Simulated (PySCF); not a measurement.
**RuSe₂⁺: structure of the quartet**

The task is one start of a wider search on RuSe₂⁺: the quartet, from a end-on start. It is relaxed, tested by its Hessian and followed downhill if it is a saddle.

Program: PySCF 2.14.0. Level of theory: PBE0, basis Ru def2-SVP with ECP28, Se def2-SVP, scalar-relativistic core potentials, no spin–orbit coupling, density fitting. These are calculated values, not measurements.

## 1. Starting geometry

3 atoms, charge 1, spin multiplicity 4.

Bond lengths: Ru1–Se2 2.482 Å, Se2–Se3 2.348 Å. Angles: Ru1–Se2–Se3 119.9°.

Z-matrix (Å, degrees; charge 1 multiplicity 4):
```
Ru
Se 1 2.4823
Se 2 2.3481 1 119.89
```

## 2. Finding the electronic state

One driver script runs all steps and calls PySCF; scf.py shows how it sets up the SCF of each step. The optimiser is the driver's own. After this first run the driver tries any further starts and a stability analysis.

scf.py

```python
from pyscf import gto, scf, dft
mol = gto.M(atom='''
Ru     0.000000     0.000000     0.000000
Se     0.000000     0.000000     2.482300
Se     2.035800     0.000000     3.652300''',
    basis={'Ru': 'def2-SVP', 'Se': 'def2-SVP'},
    ecp={'Ru': 'def2-SVP'},
    charge=1, spin=3)
mf = dft.UKS(mol, xc='PBE0')
mf.grids.atom_grid = (50, 194)
aux = {'Ru': 'def2-universal-JKFIT', 'Se': 'def2-universal-JKFIT'}
mf = mf.density_fit(auxbasis=aux)
mf.conv_tol = 1e-08
mf.diis_space = 10
mf.max_cycle = 60
mf.init_guess = 'minao'
mf.verbose = 4
mf.kernel()
```

Run with:

```
OMP_NUM_THREADS=2 python axn.py task.json out
```

The log of the run:

```text
[... the frontier levels of the middle cycles are left out ...]
init E= -4885.86171021164
[... the frontier-level lines of each cycle are left out ...]
cycle= 1 E= -4893.47841245448  delta_E= -7.62  |g|= 1.79  |ddm|= 2.33
cycle= 2 E= -4874.44954294984  delta_E=   19  |g|= 4.27  |ddm|= 8.33
cycle= 3 E= -4890.43298512386  delta_E=  -16  |g|= 2.39  |ddm|=  7.4
cycle= 4 E= -4895.81075273481  delta_E= -5.38  |g|= 0.913  |ddm|=  3.7
cycle= 5 E= -4895.72164414536  delta_E= 0.0891  |g|= 0.863  |ddm|= 1.33
cycle= 6 E= -4896.02659457267  delta_E= -0.305  |g|= 0.73  |ddm|= 1.97
cycle= 7 E= -4896.29156746641  delta_E= -0.265  |g|= 0.47  |ddm|= 0.511
cycle= 8 E= -4896.39303310349  delta_E= -0.101  |g|= 0.326  |ddm|= 0.334
cycle= 9 E= -4896.47295374818  delta_E= -0.0799  |g|= 0.147  |ddm|= 0.39
cycle= 10 E= -4896.49563744484  delta_E= -0.0227  |g|= 0.0199  |ddm|= 0.302
cycle= 11 E= -4896.49667478673  delta_E= -0.00104  |g|= 0.0169  |ddm|= 0.084
cycle= 12 E= -4896.49708367317  delta_E= -0.000409  |g|= 0.0161  |ddm|= 0.0441
cycle= 13 E= -4896.49779308885  delta_E= -0.000709  |g|= 0.00674  |ddm|= 0.076
cycle= 14 E= -4896.49853335116  delta_E= -0.00074  |g|= 0.00407  |ddm|= 0.119
[... 3 cycles left out ...]
cycle= 18 E= -4896.49900547718  delta_E= -3.88e-06  |g|= 0.000524  |ddm|= 0.0062
cycle= 19 E= -4896.49900754645  delta_E= -2.07e-06  |g|= 0.000415  |ddm|= 0.00497
cycle= 20 E= -4896.49900951374  delta_E= -1.97e-06  |g|= 0.000389  |ddm|= 0.00361
cycle= 21 E= -4896.49901146079  delta_E= -1.95e-06  |g|= 0.000386  |ddm|= 0.00368
cycle= 22 E= -4896.49901132037  delta_E= 1.4e-07  |g|= 0.000387  |ddm|= 0.00026
cycle= 23 E= -4896.4990113251  delta_E= -4.73e-09  |g|= 0.000386  |ddm|= 0.000125
cycle= 24 E= -4896.49900997997  delta_E= 1.35e-06  |g|= 0.000396  |ddm|= 0.00263
cycle= 25 E= -4896.49900806265  delta_E= 1.92e-06  |g|= 0.000372  |ddm|= 0.00382
cycle= 26 E= -4896.49899681559  delta_E= 1.12e-05  |g|= 0.000341  |ddm|= 0.0251
cycle= 27 E= -4896.49899137498  delta_E= 5.44e-06  |g|= 0.000288  |ddm|= 0.0165
cycle= 28 E= -4896.49898487832  delta_E= 6.5e-06  |g|= 0.000221  |ddm|= 0.0332
cycle= 29 E= -4896.49898371161  delta_E= 1.17e-06  |g|= 0.000179  |ddm|= 0.0228
cycle= 30 E= -4896.4989837606  delta_E= -4.9e-08  |g|= 5.67e-05  |ddm|= 0.00187
cycle= 31 E= -4896.49898376141  delta_E= -8.07e-10  |g|= 2.73e-05  |ddm|= 0.000508
Extra cycle  E= -4896.49898376066  delta_E= 7.49e-10  |g|= 6.78e-05  |ddm|= 0.000149
converged SCF energy = -4896.49898376066  <S^2> = 4.3444943  2S+1 = 4.2869543
```

This step, with its further starts and checks, took 51 s on 2 threads of Arm Neoverse V1, shared host.

Energies from each starting density:

| start | energy (Eh) |
| --- | --- |
| the minimal-basis guess | -4896.498984 |
| a thermally smeared density | -4896.499310 |
| a smeared PBE density | -4896.498984 |

The first run landed in a state that is too high. Following the other starts and the instabilities gains 8.2 kJ/mol (-4896.50211 Eh), and the work goes on from there.

## 3. Relaxing the quartet from the end-on start

The program finds Cs symmetry in the start, which this walk keeps.

scf.py, as its differences from that of step 2:

```diff
@@ -3,3 +3,3 @@
-Ru     0.000000     0.000000     0.000000
-Se     0.000000     0.000000     2.482300
-Se     2.035800     0.000000     3.652300''',
+Ru    -0.621593     0.000000    -1.873083
+Se    -0.621593     0.000000     0.609217
+Se     1.414207     0.000000     1.779217''',
@@ -16 +15,0 @@
-mf.init_guess = 'minao'
```

Steps of the walk:

| step | energy (Eh) | change (kJ/mol) | largest symmetric gradient (Eh/bohr) |
| --- | --- | --- | --- |
| 0 | -4896.502111 | 0.00 | 0.03314 |
| 1 | -4896.510688 | -22.52 | 0.01326 |
| 2 | -4896.513271 | -29.30 | 0.01780 |
| 3 | -4896.514771 | -33.24 | 0.00695 |
| 4 | -4896.516340 | -37.36 | 0.00378 |
| 5 | -4896.519520 | -45.71 | 0.01515 |
| 6 | -4896.535358 | -87.29 | 0.04384 |
| 7 | -4896.539135 | -97.21 | 0.03699 |
| 8 | -4896.545124 | -112.93 | 0.03722 |
| 9 | -4896.545153 | -113.01 | 0.03566 |
| 10 | -4896.551229 | -128.96 | 0.01298 |
| 11 | -4896.551654 | -130.08 | 0.00525 |
| 12 | -4896.551744 | -130.31 | 0.00194 |
| 13 | -4896.551768 | -130.37 | 0.00012 |
| 14 | -4896.551768 | -130.37 | 0.00001 |

The walk took 2.1 min.

Positions (Å) and forces (eV/Å) along the way:

```
step 0
Ru  -0.622   0.000  -1.873   0.276  -0.001   0.953
Se  -0.622   0.000   0.609   1.424   0.001   0.373
Se   1.414   0.000   1.779  -1.700   0.000  -1.326
step 1
Ru  -0.578   0.000  -1.812   0.219  -0.001   0.636
Se  -0.609   0.000   0.633   0.459   0.001   0.023
Se   1.359   0.000   1.695  -0.678   0.000  -0.659
step 7
Ru   0.107   0.000  -1.127  -1.072   0.000  -1.894
Se  -1.199   0.000   0.872   1.783   0.000  -0.005
Se   1.263   0.000   0.770  -0.711   0.000   1.899
step 14
Ru   0.049   0.000  -1.218  -0.002   0.000   0.000
Se  -1.077   0.000   0.873   0.000   0.000   0.001
Se   1.200   0.000   0.860   0.001   0.000  -0.001
```

End point (C2v, 14 steps, 130.4 kJ/mol gained): Ru–Se 2.375 Å (×2), Se–Se 2.277 Å; Ru–Se–Se 61.4° (×2), Se–Ru–Se 57.3°.

## 4. Frequencies

The point is checked on the finer grid, and tightened if its gradient asks for it. The Hessian and the dipole derivatives come from central differences of analytic gradients, with steps of 0.02 bohr.

scf.py, as its differences from that of step 3:

```diff
@@ -3,3 +3,3 @@
-Ru    -0.621593     0.000000    -1.873083
-Se    -0.621593     0.000000     0.609217
-Se     1.414207     0.000000     1.779217''',
+Ru    -0.007736     0.000000    -1.272732
+Se    -1.133675     0.000000     0.818358
+Se     1.143539     0.000000     0.804516''',
@@ -10 +10 @@
-mf.grids.atom_grid = (50, 194)
+mf.grids.atom_grid = (75, 302)
@@ -13 +13 @@
-mf.conv_tol = 1e-08
+mf.conv_tol = 1e-10
```

The driver hands on the density of the step before, so the log starts near convergence.

SCF at the final geometry:

```text
init E= -4896.55188092855
[... the frontier-level lines of each cycle are left out ...]
cycle= 1 E= -4896.55188092849  delta_E= 5.82e-11  |g|= 7.95e-06  |ddm|= 1.27e-05
Extra cycle  E= -4896.55188092811  delta_E= 3.81e-10  |g|= 2.79e-05  |ddm|= 3.64e-05
converged SCF energy = -4896.55188092811  <S^2> = 3.7943329  2S+1 = 4.0221054
```

The whole step took 58 s.

Geometry: C2v; Ru–Se 2.375 Å (×2), Se–Se 2.277 Å; Ru–Se–Se 61.4° (×2), Se–Ru–Se 57.3°.

Harmonic modes (main isotopes):

| symmetry | ω (cm⁻¹) | IR (km/mol) |
| --- | --- | --- |
| b2 | 213 | 0.6 |
| a1 | 241 | 0.0 |
| a1 | 367 | 0.5 |

Every mode is real; the point is a minimum.

Constants and moments:

```
Dipole moment about the centre of mass                          : 3.17 D
Highest occupied level                                          : -11.91 eV
Lowest empty level                                              : -9.10 eV
Rotational constants                                            : 0.08135, 0.06236, 0.0353 cm⁻¹
Zero-point energy                                               : 4.9 kJ/mol
Principal polarisabilities                                      : 40.9, 69.6, 76.6 bohr³
Principal traceless quadrupole moments about the centre of mass : -10.62, -0.45, 11.07 D Å
Entropy at 298.15 K and 1 bar (electronic part: spin only)      : 324.2 J/(mol K)
Heat capacity Cp at 298.15 K                                    : 54.8 J/(mol K)
Enthalpy at 298.15 K above 0 K                                  : 13.55 kJ/mol
Rotational symmetry number                                      : 2
Spin squared ⟨S²⟩                                               : 3.794
```

Populations by atom (charges in e):

```json
{"atom": "Ru1", "Mulliken": "0.50", "Löwdin": "0.01", "polar tensor": "0.64", "spin (Mulliken)": "2.22", "Mayer order to Ru1": "–"}
{"atom": "Se2,3", "Mulliken": "0.25", "Löwdin": "0.49", "polar tensor": "0.18", "spin (Mulliken)": "0.39", "Mayer order to Ru1": "1.23"}
```

Mulliken populations on Ru1 (outside its core potential): s 2.39, p 6.17, d 6.95, f 0.00.

## 5. Outcome

```
                                          quantity                                                                   value
                                           minimum                                                            quartet, C2v
                                          geometry  Ru–Se 2.375 Å (×2), Se–Se 2.277 Å; Ru–Se–Se 61.4° (×2), Se–Ru–Se 57.3°
                                wavenumbers (cm⁻¹)                                            213 (b2), 241 (a1), 367 (a1)
                    dipole moment (centre of mass)                                                                  3.17 D
highest occupied, lowest empty level (either spin)                                                        -11.91, -9.10 eV
                        polar-tensor charge of Ru1                                                                 +0.64 e
                                 zero-point energy                                                              4.9 kJ/mol
                               entropy at 298.15 K                                                         324.2 J/(mol K)
                                              ⟨S²⟩                                                                   3.794
```

The end-on start (Cs) ends in a minimum of C2v symmetry. Most of the spin sits on Ru1 (Mulliken spin 2.22, against 3 for the whole molecule). The first SCF alone would have been 8 kJ/mol too high. Other starts or spin states, not run here, may lie lower. Open d and f shells are described by one determinant, and the ground state may have another occupation or spin.

The search up to here took 3.9 min.
